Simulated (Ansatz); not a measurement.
# CH₆AlBTe: how energies converge with the basis set

One table from this session's results is given with a row withheld; the runs are named, their logs left out.

Program: Ansatz 0.2.0, Gaussian basis. Level of theory: one geometry, several basis sets. These are calculated values, not measurements.

Plan: PBE0-D4/def2-SVP; ωB97M-V/def2-SVP; PBE0-D4/def2-QZVPP; ωB97M-V/def2-QZVPP; the functionals' def2-TZVPP values are taken from earlier runs.

## The relaxed structure

An earlier PBE0-D4 in a triple-zeta def2 set relaxation fixed the geometry. Te takes the def2 core potential; no spin-orbit term is included.

SMILES `CB[Te][AlH2]`, 10 atoms, charge 0, spin multiplicity 1.

Atoms are counted from 1 here; the program's logs count them from 0.

Bond lengths: C1–B2 1.550 Å, C1–H5 1.089 Å, C1–H6 1.098 Å, C1–H7 1.097 Å, B2–Te3 2.155 Å, B2–H8 1.197 Å, Te3–Al4 2.534 Å, Al4–H9 1.583 Å, Al4–H10 1.583 Å. Angles: B2–C1–H5 116.8°, B2–C1–H6 108.4°, B2–C1–H7 108.9°, H5–C1–H6 108.6°, H5–C1–H7 108.8°, H6–C1–H7 104.7°, C1–B2–Te3 127.8°, C1–B2–H8 120.5°, Te3–B2–H8 111.7°, B2–Te3–Al4 100.5°, Te3–Al4–H9 116.5°, Te3–Al4–H10 121.6°, H9–Al4–H10 121.9°.

The first run:

in.yaml reads:

```yaml
crystal:
  periodic: [false, false, false]
  atoms:
    - {symbol: C, position_ang: [-0.989801, -0.006616, -1.093708]}
    - {symbol: B, position_ang: [-0.461880, -1.311464, -0.444008]}
    - {symbol: Te, position_ang: [0.989859, -1.505760, 1.136173]}
    - {symbol: Al, position_ang: [1.504354, 0.933045, 1.595080]}
    - {symbol: H, position_ang: [-0.601526, 0.930806, -0.697301]}
    - {symbol: H, position_ang: [-0.778363, -0.046159, -2.170481]}
    - {symbol: H, position_ang: [-2.085007, 0.006649, -1.025119]}
    - {symbol: H, position_ang: [-0.857324, -2.377838, -0.816258]}
    - {symbol: H, position_ang: [2.572034, 1.229703, 2.725083]}
    - {symbol: H, position_ang: [0.790754, 2.096534, 0.793537]}
basis:
  gaussian: {orbitals: def2-SVP}
hamiltonian: {xc: pbe0, dispersion: d4}
output: {orbitals: {seedname: orbitals}}
```

Steps of the session up to this table: PBE0-D4 in def2-SVP; ωB97M-V in def2-SVP; PBE0-D4 in def2-QZVPP; ωB97M-V in def2-QZVPP.

One of the session's tables, all rows but one given; the rest of the session is left out.

It belongs to the step «Density functionals: the series». 

| functional | basis | HOMO (eV) | LUMO (eV) |
| --- | --- | --- | --- |
| PBE0-D4 | def2-SVP | -7.01 | -1.94 |
| PBE0-D4 | def2-TZVPP | -7.05 | -1.95 |
| PBE0-D4 | def2-QZVPP | -7.05 | -1.96 |
| ωB97M-V | def2-SVP | -8.92 | -0.20 |
| ωB97M-V | def2-TZVPP | ? | ? |
| ωB97M-V | def2-QZVPP | -9.01 | -0.35 |

Q: Estimate the row for ωB97M-V, def2-TZVPP from the others.

**Answer.** HOMO (eV): -9.01; LUMO (eV): -0.26.
